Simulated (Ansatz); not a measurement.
# AlPNH4OF (SMILES [NH2][Al]([F])[PH]O): r2SCAN0/def2-SVP

What is the energy change on altering one bond length of AlPNH4OF at r2SCAN0/def2-SVP? 

The results are computed with Ansatz 0.2.0.

147 further runs of the same task are left out: 147 set aside as unsound or not needed.

### 1 The system as given

The species is AlPNH4OF (9 atoms), meant as a singlet with charge 0. As SMILES, `[NH2][Al]([F])[PH]O`. The shape is that of a PBE0-D4/def2-TZVP optimisation. This is one conformer, not always the lowest.

Bond lengths: N1–Al2 1.755 Å, Al2–F3 1.652 Å, Al2–P4 2.334 Å, P4–O5 1.677 Å, N1–H6 1.007 Å, N1–H7 1.006 Å, P4–H8 1.430 Å, O5–H9 0.960 Å. Angles: N1–Al2–F3 119.8°, N1–Al2–P4 121.0°, F3–Al2–P4 119.0°, Al2–P4–O5 96.2°, Al2–N1–H6 122.5°, Al2–N1–H7 126.3°, Al2–P4–H8 92.8°, O5–P4–H8 100.3°, P4–O5–H9 109.0°, H6–N1–H7 111.1°.

### 2 A single-point energy at r2SCAN0/def2-SVP

File molecule.yaml:

```yaml
crystal:
  periodic: [false, false, false]
  atoms:
    - {symbol: N, position_ang: [1.489200, 1.004600, -0.185800]}
    - {symbol: Al, position_ang: [0.882400, -0.572900, 0.285200]}
    - {symbol: F, position_ang: [1.905300, -1.677400, 0.966000]}
    - {symbol: P, position_ang: [-1.322700, -1.196100, -0.158400]}
    - {symbol: O, position_ang: [-1.889900, 0.351100, -0.471500]}
    - {symbol: H, position_ang: [0.893900, 1.722700, -0.565900]}
    - {symbol: H, position_ang: [2.431700, 1.338900, -0.072400]}
    - {symbol: H, position_ang: [-1.643200, -1.310200, 1.230300]}
    - {symbol: H, position_ang: [-2.658100, 0.293000, -1.044600]}
basis:
  gaussian:
    orbitals: def2-SVP
hamiltonian:
  xc: {name: r2SCAN0}
accuracy: high
output: {orbitals: {seedname: orbitals}}
```

Command:

```console
$ ansatz run molecule.yaml --threads 1 --pin off --max-ram 3480MiB --events-out events.jsonl --progress --plain --runs-dir runs
```

Log:

```text
Warning: RAYON_NUM_THREADS=1 ignored (pool sized by the plan → 1); use --threads N
Functional definition: r2SCAN0
  name "r2SCAN0"
  parameter a = 0.25
  parameter k0 = 0.174
  parameter k1 = 0.065
  parameter a1 = 4.9479
  exchange = (1 - a)*r2scan_x(k0 = k0, k1 = k1, a1 = a1) + a*exact_x
  correlation = r2scan_c
2114 factors; integrals over basis functions are off by at most 6.6e-9 eV
mean field evaluation 1: about -22183.2485 eV, gradient 7.1e1 eV
mean field evaluation 2: about -22170.1724 eV, gradient 1.0e2 eV
mean field evaluation 4: about -22192.3384 eV, gradient 5.0e0 eV
mean field evaluation 8: about -22192.5975 eV, gradient 2.3e-1 eV
mean field evaluation 16: about -22192.5976 eV, gradient 7.8e-5 eV
mean field -22192.59760667 eV, -815.5629193622 hartree, gradient 7.9e-8 eV, S^2 0.000000; 0 other end points of the search recorded, 0 dependent functions left out
reference -22192.59760740 eV, -815.5629193892 hartree; 28, 28 occupied and 70, 70 virtual orbitals, 2114 factors
Total energy: -22192.59760740 eV, -815.5629193892 hartree
```

It took 22 s on 1 thread of Arm Neoverse V1, shared host; peak memory 0.42 GiB.

### 3 The distorted shape, same level

File input.yaml:

```yaml
crystal:
  periodic: [false, false, false]
  atoms:
    - {symbol: N, position_ang: [1.585351, 1.038830, -0.602416]}
    - {symbol: Al, position_ang: [0.978551, -0.538670, -0.131416]}
    - {symbol: F, position_ang: [2.001451, -1.643170, 0.549384]}
    - {symbol: P, position_ang: [-1.226549, -1.161870, -0.575016]}
    - {symbol: O, position_ang: [-1.793749, 0.385330, -0.888116]}
    - {symbol: H, position_ang: [0.990051, 1.756930, -0.982516]}
    - {symbol: H, position_ang: [2.527851, 1.373130, -0.489016]}
    - {symbol: H, position_ang: [-1.643200, -1.310200, 1.230300]}
    - {symbol: H, position_ang: [-2.561949, 0.327230, -1.461216]}
basis:
  gaussian:
    orbitals: def2-SVP
hamiltonian:
  xc: {name: r2SCAN0}
accuracy: high
output: {orbitals: {seedname: orbitals}}
```

Command:

```console
$ ansatz run input.yaml --threads 1 --pin off --max-ram 3480MiB --events-out events.jsonl --progress --plain --runs-dir runs
```

Log, cut to the lines that bear on the results:

```text
Warning: RAYON_NUM_THREADS=1 ignored (pool sized by the plan → 1); use --threads N
[... 8 set-up lines as earlier in the session ...]
2105 factors; integrals over basis functions are off by at most 8.2e-9 eV
mean field evaluation 1: about -22182.1470 eV, gradient 7.1e1 eV
mean field evaluation 2: about -22165.4243 eV, gradient 1.1e2 eV
mean field evaluation 4: about -22191.3591 eV, gradient 6.5e0 eV
mean field evaluation 8: about -22191.6322 eV, gradient 3.4e-1 eV
mean field evaluation 16: about -22191.6324 eV, gradient 1.1e-4 eV
mean field -22191.63241924 eV, -815.5274493783 hartree, gradient 6.5e-8 eV, S^2 0.000000; 0 other end points of the search recorded, 0 dependent functions left out
reference -22191.63241998 eV, -815.5274494056 hartree; 28, 28 occupied and 70, 70 virtual orbitals, 2105 factors
Total energy: -22191.63241998 eV, -815.5274494056 hartree
```

It took 23 s on 1 thread of Arm Neoverse V1, shared host; peak memory 0.42 GiB.

### 4 What came out

Level: r2SCAN0/def2-SVP.

| quantity | value |
| --- | --- |
| first shape: total energy | -815.56292 Eh |
| first shape: HOMO energy | -6.89 eV |
| first shape: LUMO energy | -0.13 eV |
| first shape: HOMO–LUMO gap | 6.76 eV |
| distorted shape: total energy | -815.52745 Eh |
| distorted shape: HOMO energy | -7.04 eV |
| distorted shape: LUMO energy | -0.81 eV |
| distorted shape: HOMO–LUMO gap | 6.23 eV |
| energy change with the P4–H8 bond stretched from 1.430 to 1.859 Å | 0.965 eV |

**Reading.** With the P4–H8 bond stretched from 1.430 to 1.859 Å the energy rises by 0.97 eV (22.3 kcal/mol). The first shape isn't relaxed at this level, so the change isn't measured from a minimum.
